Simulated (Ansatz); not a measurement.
# Y3Ge: the cost of one run

Computed with Ansatz 0.2.0 (DFT PBE, scalar-relativistic, plane waves, PAW, unless a step's input says otherwise).

**1. The starting structure**

The structure is hexagonal, space group P-6m2 (No. 187). The conventional cell has a = 3.567 Å, b = 3.567 Å, c = 10.994 Å, α = 90.00°, β = 90.00°, γ = 120.00°. Around Y (site symmetry 3m) lie 3 Ge at 3.16 Å and 9 Y at 3.57 to 3.72 Å. Y (site symmetry -6m2) is surrounded by 12 Y at 3.57 to 3.72 Å. Ge (site symmetry -6m2) is surrounded by 6 Y at 3.16 Å and 6 Ge at 3.57 Å.

Coordinates:

```cif
data_structure
_symmetry_space_group_name_H-M 'P-6m2'
_symmetry_Int_Tables_number 187
_cell_length_a 3.5674
_cell_length_b 3.5674
_cell_length_c 10.9936
_cell_angle_alpha 90.000
_cell_angle_beta 90.000
_cell_angle_gamma 120.000
_cell_volume 121.16
loop_
_atom_site_label
_atom_site_type_symbol
_atom_site_symmetry_multiplicity
_atom_site_Wyckoff_symbol
_atom_site_fract_x
_atom_site_fract_y
_atom_site_fract_z
_atom_site_occupancy
Y1 Y 2 h 0.33333 0.66667 0.21807 1
Y2 Y 1 f 0.66667 0.33333 0.50000 1
Ge1 Ge 1 a 0.00000 0.00000 0.00000 1
```

Recipe of the guess: close-packed layers stacked ABCB|A (P-6m2, No. 187). The dimensions are guesses.

**2. Probe: one point on a coarse mesh**

input.yaml reads:

```yaml
crystal:
  lattice:
    - [3.56737376, 0.0, 0.0]
    - [-1.78368688, 3.0894363, 0.0]
    - [0.0, 0.0, 10.99357142]
  atoms:
    - { symbol: "Y", position: [0.33333333, 0.66666667, 0.21806955] }
    - { symbol: "Y", position: [0.66666667, 0.33333333, 0.5] }
    - { symbol: "Y", position: [0.33333333, 0.66666667, 0.78193045] }
    - { symbol: Ge, position: [0.0, 0.0, 0.0] }
basis:
  ecutwfc: 420
kpoints:
  mp_grid: { grid: [6, 6, 2] }
hamiltonian:
  xc: pbe
scf:
  occupations: { method: gaussian, width: 0.1 }
  lower_state_search: "off"
output:
  forces: true
  stress: true
  eigenvalues: true
```

Launch:

```console
$ ansatz run input.yaml --threads 1 --pin off --max-ram 2560MiB --backend cpu --events-out ev --progress --plain --runs-dir out
```

**Question.** How long does this run take on 1 thread of Intel Xeon Platinum 8375C at 2.90GHz (Ice Lake), shared host, and how much memory does it need?

About 3.2 s, with a peak of 0.37 GiB.
